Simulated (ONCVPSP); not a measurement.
# C: the cost of one run

Method: ONCVPSP 4.0.1.1 (patched build), PBEsol, scalar-relativistic.

### Step 1. Starting point

Typed settings, in words:

* element: carbon (C, Z = 6)
* type: optimised norm-conserving Vanderbilt (ONCV)
* frozen core: [He]
* valence charge: 4
* reference configuration: 2s2 2p1.5 (charge +0.5)
* partial waves: 2s: rc 1.15 bohr, ncon 4, nbas 8, qcut 5.8 1/bohr, 1 projector; 2p: rc 1.90 bohr, ncon 4, nbas 7, qcut 7.6 1/bohr, 1 projector; d scattering state at 0.08 Ha: rc 1.95 bohr, ncon 4, nbas 8, qcut 5.9 1/bohr, 2 projectors, debl 1.3 Ha
* local potential: polynomial inside 1.10 bohr (lpopt 5, dvloc0 0 Ha)
* core correction: Teter function, fcfact 5, rcfact 1.25

### Step 2. Generation

C.dat reads:

```
# ATOM AND REFERENCE CONFIGURATION
# atsym  z   nc   nv     iexc    psfile
  C 6.00    1    2  -116133      upf
#
#   n    l    f
    1    0    2.00
    2    0    2.00
    2    1    1.50
#
# PSEUDOPOTENTIAL AND OPTIMIZATION
# lmax
    2
#
#   l,   rc,      ep,       ncon, nbas, qcut
    0    1.15    0.00    4    8    5.80
    1    1.90    0.00    4    7    7.60
    2    1.95    0.08    4    8    5.90
#
# LOCAL POTENTIAL
# lloc, lpopt,  rc(5),   dvloc0
    4    5    1.10    0.00
#
# VANDERBILT-KLEINMAN-BYLANDER PROJECTORs
# l, nproj, debl
    0    1    1.00
    1    1    1.40
    2    2    1.30
#
# MODEL CORE CHARGE
# icmod, fcfact, rcfact
    3    5.00    1.25
#
# LOG DERIVATIVE ANALYSIS
# epsh1, epsh2, depsh
   -2.00    5.00    0.02
#
# OUTPUT GRID
# rlmax, drl
    6.00    0.01
#
# TEST CONFIGURATIONS
# ncnf
    4
# nvcnf
#   n    l    f
    2
    2    0    2.00
    2    1    2.00
#
    2
    2    0    2.00
    2    1    1.00
#
    2
    2    0    2.00
    2    1    0.00
#
    2
    2    0    1.00
    2    1    2.00
#
```

Command:

```
oncvpsp.x < C.dat > C.out
```

**Question.** How long does this run take on 1 thread of Intel Xeon Platinum 8259CL at 2.50GHz, shared host?

About 3.4 s.
